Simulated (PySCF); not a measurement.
# C3H4F3N: the cost of one run

The runs use PySCF 2.14.0, with density-fitted response routines of our own; the level of theory stands in each step. All values are computed, except where a source is named. Atoms are numbered from 0 throughout.

### 1 Starting geometry

11 atoms, charge 0, multiplicity 1; geometry from: GFN2-xTB. The atoms were then displaced at random by about 0.01 Å, so the start is not that level's minimum.

Bonds of the start (Å): C0–N1 1.44, N1–C2 1.26, C2–C3 1.46, C3–F4 1.37, C3–F5 1.36, C3–F6 1.34, C0–H7 1.10, C0–H8 1.11, C0–H9 1.07, C2–H10 1.08.

### 2 Optimising the geometry at PBE0-D3(BJ)/def2-SVP

Job settings and geometry (Å):

```
{"job": {"xc": "PBE0", "basis": "def2-SVP", "d3": "d3bj", "grid": 1, "shake": 0.01, "kind": "geom"}, "charge": 0, "multiplicity": 1}
C      1.920400    -0.042830     0.284070
N      0.502360    -0.006000     0.556300
C     -0.362440    -0.017920    -0.365590
C     -1.776500     0.020870    -0.020880
F     -2.504100    -0.852550    -0.790640
F     -2.338080     1.238970    -0.262370
F     -2.068390    -0.278670     1.252480
H      2.155230    -0.060020    -0.793990
H      2.331000     0.886810     0.739630
H      2.326260    -0.875380     0.811660
H     -0.147620    -0.039120    -1.426340
```

Command:

```bash
> OMP_NUM_THREADS=1 python probes_run.py task.json out
```

The driver reads the jobs from task.json and runs them one after another.

Q: Estimate the wall time and peak memory of this first job on 1 thread of Arm Neoverse V2, shared host.

About 32 s, with a peak of 0.5 GiB.
